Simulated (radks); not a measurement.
# Shell filling in a Woods-Saxon well (radius 6.23 bohr*, depth 6.64 hartree*, edge 0.33 bohr*), with a point charge of +1 at the centre, N = 1 to 7

Which level does each new electron take in a Woods-Saxon well (radius 6.23 bohr*, depth 6.64 hartree*, edge 0.33 bohr*), with a point charge of +1 at the centre, and at which counts is the dot hardest to charge further? Each count tries a few candidate levels and keeps the lowest.

Program: radks, version 2. Model: non-relativistic spin-polarised Kohn-Sham, LDA (Slater exchange, Perdew-Wang correlation), spherically averaged shells. All values are calculated.

**1. What is given**

| Property | Result |
| --- | --- |
| well | a Woods-Saxon well (radius 6.23 bohr*, depth 6.64 hartree*, edge 0.33 bohr*), with a point charge of +1 at the centre |
| functional | LDA (Slater exchange, Perdew-Wang correlation) |
| levels | named by radial order: 1s, 1p, 1d, 2s, 1f and so on |
| units | effective atomic units, hartree* and bohr* |
| configuration carried in | none |

After this run come: Electron number 1; 2 electrons; N = 3; 4 electrons; Electron number 5; N = 6; 7 electrons.

Before running it: what results should come out? Wanted: closed shells at N; largest addition energy; most unpaired electrons; polarisability at N = 2; configuration at N = 7.

As calculated:

| quantity | value |
| --- | --- |
| closed shells at N | 2 |
| largest addition energy | 0.499 hartree* at N = 2 (of N = 1 to 6) |
| most unpaired electrons | 3 at N = 5 |
| polarisability at N = 2 | 20.54 bohr*³ |
| configuration at N = 7 | 1s2 1p(up 3, down 2) |

What this shows: Shells close at N = 2, and the second difference peaks there. Among the lowest states kept at each count, up to 3 electrons are unpaired (N = 5), since exchange favours parallel spins. The model keeps every shell spherical, so real clusters and dots, which can deform, may order levels otherwise.
